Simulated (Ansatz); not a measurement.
**C₂H₄FNOSi: up Jacob's ladder to CCSD(T)**

How much do the methods differ for C₂H₄FNOSi? The plan is to run it at one geometry with functionals of several rungs and with coupled cluster, and see how far each lands from CCSD(T) at the basis-set limit for the atomisation energy.

The runs use Ansatz 0.2.0, Gaussian basis; functionals in def2-TZVPP, the program's frozen cores in correlated methods.

Levels to be run: LDA (SPW92), PBE-D4, revPBE-D4, BLYP-D4, r2SCAN-D4, B97M-V, PBE0-D4, B3LYP-D4, r2SCANh-D4, r2SCAN0-D4, HSE06-D4, BHLYP-D4, CAM-B3LYP-D4, LC-ωPBE, ωB97X-V, ωB97M-V, B2PLYP, PBE-QIDH; CCSD(T)/def2-SVP; CCSD(T)/def2-TZVPP; MP2/def2-QZVPP; extrapolation to the limit; RPA on PBE.

**1. The relaxed structure**

The geometry comes from an earlier relaxation with PBE0-D4 in a triple-zeta def2 set; it is a stationary point, not always the lowest conformer.

SMILES `C[SiH](F)N=C=O`, 10 atoms, charge 0, spin multiplicity 1.

Atoms are counted from 1 here; the program's logs count them from 0.

Bond lengths: C1–Si2 1.842 Å, C1–H7 1.092 Å, C1–H8 1.092 Å, C1–H9 1.093 Å, Si2–F3 1.595 Å, Si2–N4 1.704 Å, Si2–H10 1.478 Å, N4–C5 1.195 Å, C5–O6 1.163 Å. Angles: Si2–C1–H7 110.7°, Si2–C1–H8 110.7°, Si2–C1–H9 110.4°, H7–C1–H8 108.4°, H7–C1–H9 108.3°, H8–C1–H9 108.3°, C1–Si2–F3 109.5°, C1–Si2–N4 109.7°, C1–Si2–H10 113.8°, F3–Si2–N4 107.8°, F3–Si2–H10 107.2°, N4–Si2–H10 108.6°, Si2–N4–C5 160.7°, N4–C5–O6 177.8°.

**2. LDA**

This LDA is Slater exchange with PW92 correlation.

Input file in.yaml:

```yaml
crystal:
  periodic: [false, false, false]
  atoms:
    - {symbol: C, position_ang: [-1.318885, -0.731817, 0.573031]}
    - {symbol: Si, position_ang: [0.243811, -0.552451, -0.384718]}
    - {symbol: F, position_ang: [1.343458, -1.551493, 0.196766]}
    - {symbol: N, position_ang: [0.842086, 1.034635, -0.218578]}
    - {symbol: C, position_ang: [1.568176, 1.980182, -0.298089]}
    - {symbol: O, position_ang: [2.243888, 2.924777, -0.355043]}
    - {symbol: H, position_ang: [-1.152048, -0.507511, 1.629027]}
    - {symbol: H, position_ang: [-1.705932, -1.750287, 0.493077]}
    - {symbol: H, position_ang: [-2.079046, -0.045078, 0.192743]}
    - {symbol: H, position_ang: [0.097694, -0.852058, -1.825117]}
basis:
  gaussian: {orbitals: def2-TZVPP}
hamiltonian: {xc: lda}
output: {orbitals: {seedname: orbitals}}
```

After this run come: PBE-D4 (GGA); revPBE-D4 (GGA); BLYP-D4 (GGA); r2SCAN-D4 (meta-GGA); B97M-V (meta-GGA); PBE0-D4 (hybrid); B3LYP-D4 (hybrid); r2SCANh-D4 (hybrid); r2SCAN0-D4 (hybrid); HSE06-D4 (hybrid); BHLYP-D4 (hybrid); CAM-B3LYP-D4 (range-separated); LC-ωPBE-D4 (range-separated); ωB97X-V (range-separated); ωB97M-V (range-separated); B2PLYP (double hybrid); PBE-QIDH (double hybrid); CCSD(T) in def2-SVP; CCSD(T) in def2-TZVPP; MP2 in def2-QZVPP; RPA on PBE orbitals.

**Question.** What will the summary of the whole plan be? Wanted: atomisation energy, CCSD(T)/CBS; farthest beyond LDA; mean size of error, GGA; mean size of error, meta-GGA; mean size of error, hybrid; mean size of error, range-separated; mean size of error, double hybrid; gap, smallest and largest; T1 diagnostic.

As calculated:

```
                               quantity                                                                value
        atomisation energy, CCSD(T)/CBS                                                        4324.7 kJ/mol
 functionals within 21.6 kJ/mol (0.5 %)  revPBE-D4, PBE0-D4, B3LYP-D4, r2SCANh-D4, HSE06-D4, LC-ωPBE, B2PLYP
                    farthest beyond LDA                                             BHLYP-D4 (-162.5 kJ/mol)
                mean size of error, GGA                                                          66.8 kJ/mol
           mean size of error, meta-GGA                                                          28.5 kJ/mol
             mean size of error, hybrid                                                          50.3 kJ/mol
    mean size of error, range-separated                                                          22.6 kJ/mol
      mean size of error, double hybrid                                                          22.6 kJ/mol
              gap, smallest and largest                            6.44 eV (LDA (SPW92)), 13.88 eV (LC-ωPBE)
                          T1 diagnostic                                                               0.0142
triples share of the correlation energy                                                                4.0 %
```

**Reading.** LDA overbinds by 689.1 kJ/mol (16 %). PBE-D4 misses by +141.3 kJ/mol. Double hybrids carry the basis error of their MP2 part in triple zeta, and no dispersion term here, so their miss is partly the set-up's. Taken by rung, range-separated functionals do best (22.6 kJ/mol on average) and GGA ones worst beyond LDA (66.8 kJ/mol). The gap between the best rungs is small, so their order is not settled. Misses under about 21.6 kJ/mol are within the doubt on the reference itself, which lacks core-valence correlation, relativity and higher excitations. Hartree-Fock recovers 71 % of the binding; the rest is correlation. CCSD(T) in def2-SVP is off by -272.1 kJ/mol, more than most functionals: a good method in a small basis is no reference. The gap grows from 6.4 to 13.9 eV across the functionals, mostly with the share of exact exchange.
